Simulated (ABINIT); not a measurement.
Runs of ABINIT 10.8.3 (patched build) on TeAs2. It takes space group I4_1/amd (No. 141, tetragonal). The conventional cell has a = 7.113 Å, b = 7.113 Å, c = 5.881 Å, α = 90.00°, β = 90.00°, γ = 90.00°. Te (site symmetry -4m2) has 4 As at 2.83 Å as nearest neighbours. As (site symmetry 2/m) has 2 Te at 2.83 Å and 4 As at 2.91 Å as nearest neighbours. The cell comes from a database or a generator and needn't be the stable form of this composition.

| level | gap on the mesh (eV) | pressure (GPa) | relaxed volume (Å³/atom) |
| --- | --- | --- | --- |
| PBE+D3(BJ) | none | 0.0 | 23.39 |
| PBE+D3 | none | 0.0 | 24.16 |
| PBE | none | 0.0 | (a) |
| PBE+D2 | none | 0.0 | 23.85 |

Alike in all rows: task relaxation of cell and atoms; potentials or basis JTH PAW PBE v2.0; no spin polarisation; cell relaxed; k mesh 5 × 5 × 5; cutoff (eV) 408; smearing fermi-dirac 0.05 eV.

Fill in the values left out.

(a) 24.70.

Caveats: pairwise dispersion overbinds metals, which lowers pressure and volume (some runs).

A k mesh can miss the band edges, and the runs leave out spin-orbit coupling on As, Te.

A gap of «none» marks a metal or a gap under the smearing width.
